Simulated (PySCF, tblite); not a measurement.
# B₃H₈N₃Si, a small molecule taken as a stand-in for a surface group (BN ring, B site): NMR shifts, core binding energies and electronic excitations, part 2 of 2

tblite 0.8.0 and PySCF 2.14.0. Atoms count from 0, parts from 1. Earlier steps stand in the parts before.

## 5. X-ray photoelectron lines: SCAN, X2C

The job: settings as JSON, then the geometry in Å.

```
{"job": {"kind": "xps", "holes": 5}, "charge": 0, "multiplicity": 1}
N      0.573625    -1.085223     0.016951
B      1.914377    -0.685584     0.307054
N      2.165735     0.708753     0.461881
B      1.138928     1.690312     0.343862
N     -0.181003     1.227507     0.052691
B     -0.503215    -0.154750    -0.122059
Si    -2.391439    -0.753899    -0.573102
H      0.386767    -2.073764    -0.090120
H      2.799181    -1.502009     0.417011
H      3.107809     1.013330     0.668201
H      1.372899     2.867932     0.484910
H     -0.918703     1.915085    -0.028748
H     -2.757161    -2.031938     0.121722
H     -2.552460    -1.001819    -2.044222
H     -3.405839     0.282727    -0.190071
```

Level: delta-SCF UKS SCAN, pcX-2 on the ionised atom, pcseg-1 elsewhere, spin-free X2C.

Output:

```text
ground state, core basis on atom 0 (N), 173 functions
  cycle   1  E = -533.76736749  |g| = 6.33e-01
  cycle   2  E = -533.61690704  |g| = 1.02e+00
  cycle   3  E = -533.85633711  |g| = 7.68e-02
  cycle   4  E = -533.85777866  |g| = 2.78e-02
  cycle   5  E = -533.85792644  |g| = 1.33e-02
  cycle   6  E = -533.85796069  |g| = 4.84e-03
  cycle   7  E = -533.85796768  |g| = 1.08e-03
  cycle   8  E = -533.85796663  |g| = 4.64e-04
  E(ground) = -533.90275978 Eh
hole in N 1s of atom 0
  cycle   1  E = -518.27473939  |g| = 1.87e+00
  cycle   2  E = -517.54405203  |g| = 2.11e+00
  cycle   3  E = -518.90054395  |g| = 4.49e-01
  cycle   4  E = -518.92741207  |g| = 3.41e-01
  cycle   5  E = -518.98684173  |g| = 5.42e-02
  cycle   6  E = -518.98808793  |g| = 1.42e-02
  cycle   7  E = -518.98816878  |g| = 8.04e-03
  cycle   8  E = -518.98819846  |g| = 2.96e-03
  cycle   9  E = -518.98820240  |g| = 1.01e-03
  cycle  10  E = -518.98820374  |g| = 4.22e-04
  E(ion) = -519.03179286 Eh   <S^2> = 0.7645   hole on atom = 1.000   binding energy = 404.660 eV
ground state, core basis on atom 1 (B), 173 functions
  cycle   1  E = -533.84033939  |g| = 5.06e-02
  cycle   2  E = -533.84027809  |g| = 2.97e-02
  cycle   3  E = -533.84044255  |g| = 1.57e-02
  cycle   4  E = -533.84050399  |g| = 3.75e-03
  cycle   5  E = -533.84050905  |g| = 6.75e-04
  cycle   6  E = -533.84050707  |g| = 2.54e-04
  E(ground) = -533.88853644 Eh
hole in B 1s of atom 1
  cycle   1  E = -526.23007044  |g| = 1.17e+00
  cycle   2  E = -523.93955954  |g| = 1.95e+00
  cycle   3  E = -526.44440696  |g| = 5.24e-01
  cycle   4  E = -526.60926151  |g| = 2.68e-01
  cycle   5  E = -526.63447109  |g| = 1.37e-01
  cycle   6  E = -526.64266905  |g| = 3.38e-02
  cycle   7  E = -526.64316443  |g| = 2.10e-02
  cycle   8  E = -526.64341811  |g| = 9.71e-03
  cycle   9  E = -526.64350268  |g| = 6.36e-03
  cycle  10  E = -526.64354760  |g| = 3.84e-03
  cycle  11  E = -526.64356177  |g| = 2.14e-03
  cycle  12  E = -526.64356543  |g| = 7.59e-04
  cycle  13  E = -526.64356611  |g| = 2.44e-04
  E(ion) = -526.69174415 Eh   <S^2> = 0.8084   hole on atom = 1.000   binding energy = 195.835 eV
ground state, core basis on atom 4 (N), 173 functions
  cycle   1  E = -533.85786864  |g| = 7.17e-02
  cycle   2  E = -533.85785997  |g| = 1.24e-02
  cycle   3  E = -533.85781156  |g| = 1.94e-02
  cycle   4  E = -533.85789291  |g| = 2.21e-03
  cycle   5  E = -533.85789579  |g| = 2.31e-04
  E(ground) = -533.90278825 Eh
hole in N 1s of atom 4
  cycle   1  E = -518.27446504  |g| = 1.87e+00
  cycle   2  E = -517.53808637  |g| = 2.11e+00
  cycle   3  E = -518.89962814  |g| = 4.50e-01
  cycle   4  E = -518.92745926  |g| = 3.40e-01
  cycle   5  E = -518.98657727  |g| = 5.54e-02
  cycle   6  E = -518.98788206  |g| = 1.43e-02
  cycle   7  E = -518.98797246  |g| = 7.50e-03
  cycle   8  E = -518.98799898  |g| = 3.09e-03
  cycle   9  E = -518.98800374  |g| = 1.08e-03
  cycle  10  E = -518.98800388  |g| = 4.39e-04
  E(ion) = -519.03197042 Eh   <S^2> = 0.7649   hole on atom = 1.000   binding energy = 404.656 eV
ground state, core basis on atom 5 (B), 173 functions
  cycle   1  E = -533.83980353  |g| = 5.13e-02
  cycle   2  E = -533.83962015  |g| = 3.74e-02
  cycle   3  E = -533.83992024  |g| = 1.80e-02
  cycle   4  E = -533.84000972  |g| = 3.65e-03
  cycle   5  E = -533.84001377  |g| = 7.47e-04
  cycle   6  E = -533.84001336  |g| = 2.16e-04
  E(ground) = -533.88827904 Eh
hole in B 1s of atom 5
  cycle   1  E = -526.22357624  |g| = 1.18e+00
  cycle   2  E = -524.49247895  |g| = 2.04e+00
  cycle   3  E = -526.47030358  |g| = 5.81e-01
  cycle   4  E = -526.60241704  |g| = 3.20e-01
  cycle   5  E = -526.64655447  |g| = 1.01e-01
  cycle   6  E = -526.65151672  |g| = 2.54e-02
  cycle   7  E = -526.65183366  |g| = 1.31e-02
  cycle   8  E = -526.65194580  |g| = 5.23e-03
  cycle   9  E = -526.65198477  |g| = 3.28e-03
  cycle  10  E = -526.65200670  |g| = 1.11e-03
  cycle  11  E = -526.65200928  |g| = 3.07e-04
  E(ion) = -526.70057947 Eh   <S^2> = 0.8018   hole on atom = 1.000   binding energy = 195.587 eV
ground state, core basis on atom 6 (Si), 184 functions
  cycle   1  E = -533.93685625  |g| = 2.86e-01
  cycle   2  E = -533.93691464  |g| = 3.13e-02
  cycle   3  E = -533.93690812  |g| = 2.26e-02
  cycle   4  E = -533.93698117  |g| = 6.01e-03
  cycle   5  E = -533.93699124  |g| = 8.52e-04
  cycle   6  E = -533.93699303  |g| = 2.41e-04
  E(ground) = -533.94226474 Eh
hole in Si 2p of atom 6
  cycle   1  E = -529.69191225  |g| = 1.23e+00
  cycle   2  E = -529.44987240  |g| = 1.14e+00
  cycle   3  E = -529.92573877  |g| = 3.98e-01
  cycle   4  E = -530.00850403  |g| = 1.39e-01
  cycle   5  E = -530.01623253  |g| = 5.02e-02
  cycle   6  E = -530.01742559  |g| = 2.02e-02
  cycle   7  E = -530.01760314  |g| = 5.96e-03
  cycle   8  E = -530.01761845  |g| = 1.71e-03
  cycle   9  E = -530.01762084  |g| = 5.03e-04
  cycle  10  E = -530.01762010  |g| = 3.20e-04
  E(ion) = -530.03466163 Eh   <S^2> = 0.7523   hole on atom = 1.002   binding energy = 106.331 eV
  2p3/2 = 106.146 eV   2p1/2 = 106.770 eV
```

It took 39 s on 1 thread of Intel Xeon Platinum 8488C, shared host; peak memory 0.69 GiB.

The holes in one table. −ε is the ground-state orbital energy:

```
       hole  stands for                environment  ΔSCF (eV; 2p as the shell's mean)  −ε (eV)   ⟨S²⟩
  N1s on N0          N0  nitrogen bonded to 2 B, H                             404.66    385.9  0.765
  B1s on B1          B1     boron bonded to 2 N, H                             195.83    180.2  0.808
  N1s on N4          N4  nitrogen bonded to 2 B, H                             404.66    385.9  0.765
  B1s on B5          B5    boron bonded to 2 N, Si                             195.59    180.3  0.802
Si2p on Si6         Si6   silicon bonded to B, 3 H                             106.35     95.6  0.752
```

With the spin-orbit splitting: Si6 2p3/2 106.15, 2p1/2 106.77 eV. The table gives each 2p level as the mean over the whole 2p shell (two parts 2p3/2, one part 2p1/2), which differs a little from the single hole in the log.

## 6. Ultraviolet spectrum: CAM-B3LYP/def2-SVPD

Same as in step 5 but for these lines:

```diff
@@ -1,2 +1,2 @@
-{"job": {"kind": "xps", "holes": 5}, "charge": 0, "multiplicity": 1}
+{"job": {"kind": "uv", "xc": "CAM-B3LYP", "basis": "def2-SVPD", "nstates": 6, "ntriplets": 2, "ip": true}, "charge": 0, "multiplicity": 1}
 N      0.573625    -1.085223     0.016951
```

Method: TDDFT CAM-B3LYP/def2-SVPD, vertical, gas phase, core orbitals frozen in the response.

Output:

```text
coarse grid: 13032 points
cycle   1  E = -532.8456939285  dE =  8.413e-01  |g| = 5.362e-01  |ddm| = 9.135e+00
cycle   2  E = -532.8460382981  dE = -3.444e-04  |g| = 5.802e-01  |ddm| = 1.997e+00
cycle   3  E = -532.9171024550  dE = -7.106e-02  |g| = 3.579e-02  |ddm| = 1.163e+00
cycle   4  E = -532.9175426685  dE = -4.402e-04  |g| = 8.256e-03  |ddm| = 1.780e-01
cycle   5  E = -532.9175576716  dE = -1.500e-05  |g| = 3.223e-03  |ddm| = 5.054e-02
cycle   6  E = -532.9175600546  dE = -2.383e-06  |g| = 1.214e-03  |ddm| = 1.092e-02
final grid: 121504 points
cycle   7  E = -532.9867839536  dE = -2.474e-05  |g| = 5.924e-03  |ddm| = 2.219e-01
cycle   8  E = -532.9867820006  dE =  1.953e-06  |g| = 6.855e-03  |ddm| = 2.620e-02
cycle   9  E = -532.9867914557  dE = -9.455e-06  |g| = 2.383e-04  |ddm| = 1.031e-02
cycle  10  E = -532.9867914706  dE = -1.496e-08  |g| = 1.248e-04  |ddm| = 1.656e-03
cycle  11  E = -532.9867914751  dE = -4.440e-09  |g| = 3.583e-05  |ddm| = 5.536e-04
cycle  12  E = -532.9867914754  dE = -2.949e-10  |g| = 1.108e-05  |ddm| = 8.087e-05
converged SCF energy = -532.9867914754

Static polarisability (au): isotropic 90.722, principal 66.882 93.480 111.804

Singlet excitations
state   eV       nm        f      main configurations
  1   6.4603    191.9   0.02075   H->L 0.95
  2   6.7053    184.9   0.00884   H-2->L 0.63, H-1->L+2 0.32
  3   7.4136    167.2   0.13028   H-1->L 0.54, H->L+1 0.36
  4   7.4803    165.7   0.16380   H->L+1 0.49, H-1->L 0.40
  5   7.5601    164.0   0.00237   H-2->L+1 0.55, H->L+2 0.24
  6   7.5890    163.4   0.01194   H->L+2 0.49, H-2->L+1 0.14, H-1->L+1 0.11

Triplet excitations (Tamm-Dancoff, eV): 5.5401 6.2458
Vertical ionisation energy (delta-SCF) = 10.1782 eV
```

It took 3.8 min on 1 thread of Intel Xeon Platinum 8488C, shared host; peak memory 1.1 GiB.

Frontier orbitals and where they lie:

```
orbital      eV                       atoms
 HOMO−3  -10.73  B1 13 %, B3 13 %, Si6 12 %
 HOMO−2   -9.73    N4 38 %, N0 31 %, B1 8 %
 HOMO−1   -9.69    N2 42 %, N0 16 %, N4 9 %
   HOMO   -9.45   Si6 32 %, B5 27 %, N4 8 %
   LUMO    0.64  B5 28 %, Si6 20 %, N4 11 %
 LUMO+1    0.75   B5 20 %, B1 18 %, B3 18 %
 LUMO+2    1.17   B1 28 %, B3 25 %, N2 12 %
```

With each of the 6 states as a Gaussian band of 0.4 eV half-width at 1/e, the curve within the window shown has maxima at 166 nm (ε 12,000) L/(mol cm). Beyond the last state computed it falls off for lack of states. The curve at chosen wavelengths:

| nm | ε (L/mol/cm) |
| --- | --- |
| 157 | 3944 |
| 159 | 6266 |
| 161 | 8771 |
| 163 | 10911 |
| 166 | 12356 |
| 168 | 11857 |
| 170 | 10397 |
| 172 | 8402 |
| 174 | 6327 |
| 176 | 4513 |
| 179 | 2616 |
| 181 | 1893 |
| 183 | 1496 |
| 185 | 1309 |
| 187 | 1231 |
| 189 | 1190 |
| 192 | 1105 |
| 194 | 1011 |
| 196 | 890 |
| 198 | 752 |
| 200 | 610 |
| 202 | 476 |
| 205 | 307 |
| 207 | 219 |
| 209 | 151 |
| 211 | 101 |

Further results of this job:

```
           property  computed
  dipole moment (D)      0.99
polarisability (Å³)     13.44
 HOMO–LUMO gap (eV)     10.09
      −ε(HOMO) (eV)      9.45
```

## 7. Summary of results

This closing draws on all 2 parts.

| quantity | value |
| --- | --- |
| point group | C1 |
| rotational constants (main isotopes) | 4.99, 1.34, 1.07 GHz |
| 1H shifts against TMS (PBE0/pcSseg-1) | 5.96, 5.90, 5.74, 4.74, 4.74, 3.63, 3.44, 3.34 ppm |
| 15N shifts against NH3 (PBE0/pcSseg-1) | 158.9, 157.4, 146.9 ppm |
| 11B shifts against BF3·OEt2 (PBE0/pcSseg-1) | 32.7, 27.0, 27.0 ppm |
| 29Si shifts against TMS (PBE0/pcSseg-1) | -106.6 ppm |
| N1s binding energies, SCAN/pcX-2 (standing for 2 of 3 atoms) | N0 404.66, N4 404.66 eV |
| B1s binding energies, SCAN/pcX-2 (standing for 2 of 3 atoms) | B1 195.83, B5 195.59 eV |
| Si2p binding energies, SCAN/pcX-2 | Si6 106.35 eV |
| lowest singlet (CAM-B3LYP/def2-SVPD) | 6.46 eV (192 nm), f = 0.021 |
| brightest single state of those computed | state 4, 7.48 eV, f = 0.164 |
| lowest triplet | 5.54 eV |
| vertical ionisation energy (ΔSCF) | 10.18 eV |

Relaxing lowered the energy by 0.272 eV in 5 steps; the close pair that moved most is B5–Si6, from 1.950 to 2.032 Å (PBE0/def2-SVP). No frequency check was run at this level, so the end point may be a saddle. The N1s levels computed lie within 0.00 eV of one another, too close to rank. Only 2 of the 3 N atoms are covered by sound results. The B1s levels kept as sound span 0.25 eV, from B5 (boron bonded to 2 N, Si) up to B1 (boron bonded to 2 N, H). Only 2 of the 3 B atoms are covered by sound results. The lowest singlet, at 6.46 eV, is HOMO→LUMO 0.95 and is weak; of the 6 states computed, the strongest absorption comes from state 4 at 7.48 eV. The lowest triplet lies 0.92 eV below the lowest singlet (triplets in Tamm-Dancoff, singlets in full TDDFT). The orbital energy would give 9.45 eV for ionisation, ΔSCF gives 10.18 eV. A capped cluster stands for the solid here, so long-range fields and strain are missing, and bands or shifts of the capping hydrogens have no counterpart in it.
